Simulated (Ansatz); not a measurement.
# BFGeH4S: how energies converge with the basis set

An exercise on one series of results from a longer session: the logs are not shown, and one member is left open.

Method: one geometry, several basis sets; program: Ansatz 0.2.0, Gaussian basis.

The runs, in order: PBE0-D4/def2-SVP; ωB97M-V/def2-SVP; PBE0-D4/def2-QZVPP; ωB97M-V/def2-QZVPP; the functionals' def2-TZVPP values are taken from earlier runs.

## Structure used throughout

All runs share one geometry, relaxed beforehand with PBE0-D4 in a triple-zeta def2 set.

8 atoms, charge 0, spin multiplicity 1.

Atoms are counted from 1 here; the program's logs count them from 0.

Bond lengths: F1–B2 1.319 Å, B2–Ge3 2.077 Å, B2–H5 1.200 Å, Ge3–S4 2.244 Å, Ge3–H6 1.539 Å, Ge3–H7 1.536 Å, S4–H8 1.343 Å. Angles: F1–B2–Ge3 119.5°, F1–B2–H5 117.3°, Ge3–B2–H5 123.0°, B2–Ge3–S4 102.7°, B2–Ge3–H6 116.3°, B2–Ge3–H7 113.8°, S4–Ge3–H6 109.6°, S4–Ge3–H7 103.5°, H6–Ge3–H7 109.8°, Ge3–S4–H8 94.5°.

The first run:

The input, in.yaml:

```yaml
crystal:
  periodic: [false, false, false]
  atoms:
    - {symbol: F, position_ang: [-1.867077, -1.171947, 0.571111]}
    - {symbol: B, position_ang: [-0.868507, -0.443103, 1.029966]}
    - {symbol: Ge, position_ang: [0.171124, 0.798961, -0.270433]}
    - {symbol: S, position_ang: [1.865769, -0.506216, -0.949871]}
    - {symbol: H, position_ang: [-0.549541, -0.605101, 2.175262]}
    - {symbol: H, position_ang: [-0.608635, 1.311179, -1.494650]}
    - {symbol: H, position_ang: [0.879121, 1.971301, 0.424243]}
    - {symbol: H, position_ang: [1.069845, -1.412072, -1.541627]}
basis:
  gaussian: {orbitals: def2-SVP}
hamiltonian: {xc: pbe0, dispersion: d4}
output: {orbitals: {seedname: orbitals}}
```

Among the steps run: PBE0-D4 in def2-SVP; ωB97M-V in def2-SVP; PBE0-D4 in def2-QZVPP; ωB97M-V in def2-QZVPP.

One of the session's tables, all rows but one given; the rest of the session is left out.

It belongs to the step «Density functionals: the series». 

| functional | basis | HOMO (eV) | LUMO (eV) |
| --- | --- | --- | --- |
| PBE0-D4 | def2-SVP | -7.05 | -1.82 |
| PBE0-D4 | def2-TZVPP | ? | ? |
| PBE0-D4 | def2-QZVPP | -7.20 | -1.98 |
| ωB97M-V | def2-SVP | -9.13 | 0.25 |
| ωB97M-V | def2-TZVPP | -9.31 | 0.02 |
| ωB97M-V | def2-QZVPP | -9.33 | -0.09 |

Estimate the missing values for PBE0-D4, def2-TZVPP.

**Answer.** HOMO (eV): -7.18; LUMO (eV): -1.94. In the column «HOMO (eV)» it lies between PBE0-D4, def2-QZVPP (-7.20) and PBE0-D4, def2-SVP (-7.05).
